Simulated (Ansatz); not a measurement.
# In: the cost of one run

Method: DFT r2SCAN, scalar-relativistic, plane waves, PAW, in Ansatz 0.2.0.

1 further run of the same task is left out (set aside as unsound or not needed).

### Step 1. The system as given

The structure is tetragonal, space group I4/mmm (No. 139). The conventional cell has a = 3.220 Å, b = 3.220 Å, c = 5.053 Å, α = 90.00°, β = 90.00°, γ = 90.00°. In (site symmetry 4/mmm) has 12 In at 3.22 to 3.40 Å as nearest neighbours.

Structure file:

```
CELL_PARAMETERS angstrom
-1.61015 1.61015 2.52671
1.61015 -1.61015 2.52671
1.61015 1.61015 -2.52671
ATOMIC_POSITIONS crystal
In 0.00000 0.00000 0.00000
```

This cell was relaxed beforehand with the same method: volume 26.20 Å³/atom, gap on the mesh none (metal).

### Step 2. The bulk in the cell of the plane

Contents of input.yaml:

```yaml
crystal:
  lattice:
    - [3.4013916276, 0.0, 0.0]
    - [0.3525311873, 3.3830735679, 0.0]
    - [1.5244302201, -1.691536784, 2.2770999512]
  atoms:
    - { symbol: In, position: [0.0, 0.0, 0.0] }
basis:
  ecutwfc: 500
kpoints:
  mp_grid: { grid: [10, 10, 15] }
hamiltonian:
  xc: r2scan
scf:
  occupations: { method: gaussian, width: 0.1 }
output:
  forces: true
  stress: true
  eigenvalues: true
```

Launch:

```sh
ansatz run input.yaml --threads 1 --pin off --max-ram 2560MiB --backend cpu --events-out ev --progress --plain --runs-dir out
```

Q: Estimate wall time and peak memory on 1 thread of Intel Xeon 6975P-C (Granite Rapids), shared host.

About 6.5 s, with a peak of 0.54 GiB.
